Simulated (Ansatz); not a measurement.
Geometry optimisation, Ansatz 0.2.0, DFT PBE, scalar-relativistic, plane waves, PAW.

The input (input.yaml):

```yaml
crystal:
  lattice:
    - [-2.29, -3.966396, 0.0]
    - [3.435, -1.983198, 0.0]
    - [0.0, 0.0, 7.17686]
  atoms:
    - { symbol: Be, position: [0.75000007, 0.50000004, 0.0] }
    - { symbol: Be, position: [0.50000004, 0.33333336, 0.25] }
    - { symbol: Be, position: [0.75000007, 0.50000004, 0.5] }
    - { symbol: Be, position: [0.50000004, 0.33333336, 0.75] }
    - { symbol: Be, position: [0.50000003, 2.0e-08, 0.0] }
    - { symbol: Be, position: [0.25000004, 0.83333336, 0.25] }
    - { symbol: Be, position: [0.50000003, 2.0e-08, 0.5] }
    - { symbol: Be, position: [0.25000004, 0.83333336, 0.75] }
    - { symbol: Be, position: [0.25000003, 0.50000002, 0.0] }
    - { symbol: Be, position: [1.0e-08, 0.33333334, 0.25] }
    - { symbol: Be, position: [0.25000003, 0.50000002, 0.5] }
    - { symbol: Be, position: [1.0e-08, 0.33333334, 0.75] }
    - { symbol: Be, position: [0.0, 0.0, 0.0] }
    - { symbol: Be, position: [0.75000008, 0.83333338, 0.25] }
    - { symbol: Be, position: [0.0, 0.0, 0.5] }
    - { symbol: Be, position: [0.75000008, 0.83333338, 0.75] }
    - { symbol: H, position: [0.75293796, 0.15082747, 0.1186214] }
basis:
  ecutwfc: 420.0
kpoints:
  mp_grid: { grid: [4, 4, 3] }
hamiltonian:
  xc: pbe
scf:
  occupations: { method: fermi_dirac, width: 0.05 }
  lower_state_search: "off"
relax:
  f_tol: 0.03
  max_steps: 60
  adjacent_minimum: "off"
```

Command:

```bash
$ ansatz run input.yaml --threads 1 --pin off --max-ram 3072MiB --backend cpu --events-out ev --progress --plain --runs-dir out
```

Task: Where does it end, and by what steps?

Result: The forces met the threshold. Limits of this set-up: coarse k mesh, odd electron count without spin. After 3 steps the energy has fallen by 0.108 eV; H17 moved furthest, 0.07 Å.

| step | energy less start (eV) | largest force component (eV/Å) | accepted |
| --- | --- | --- | --- |
| 0 | 0.0000 | 0.548 | yes |
| 1 | -0.0774 | 0.292 | yes |
| 2 | -0.1056 | 0.058 | yes |
| 3 | -0.1078 | 0.006 | yes |

```xyz
17
Lattice="-2.2900 -3.9664 0.0000 3.4350 -1.9832 0.0000 0.0000 0.0000 7.1769" Properties=species:S:1:pos:R:3
Be 0.024 -3.981 -0.032
Be 0.033 -2.616 1.820
Be -0.022 -3.955 3.607
Be 0.005 -2.639 5.381
Be -1.143 -1.937 -0.031
Be 2.272 -2.634 1.801
Be -1.149 -1.972 3.585
Be 2.273 -2.636 5.360
Be 1.157 -1.991 -0.011
Be 1.137 -0.706 1.820
Be 1.155 -1.990 3.606
Be 1.142 -0.670 5.381
Be -0.040 -0.026 -0.031
Be 1.113 -4.610 1.821
Be -0.012 -0.003 3.585
Be 1.159 -4.637 5.358
H -1.152 -3.303 0.892
```

Whether the end is a true minimum wasn't checked by a vibrational analysis.

The run took 27 s on 1 thread of Arm Neoverse V1 (shared host), peak memory 0.36 GiB.
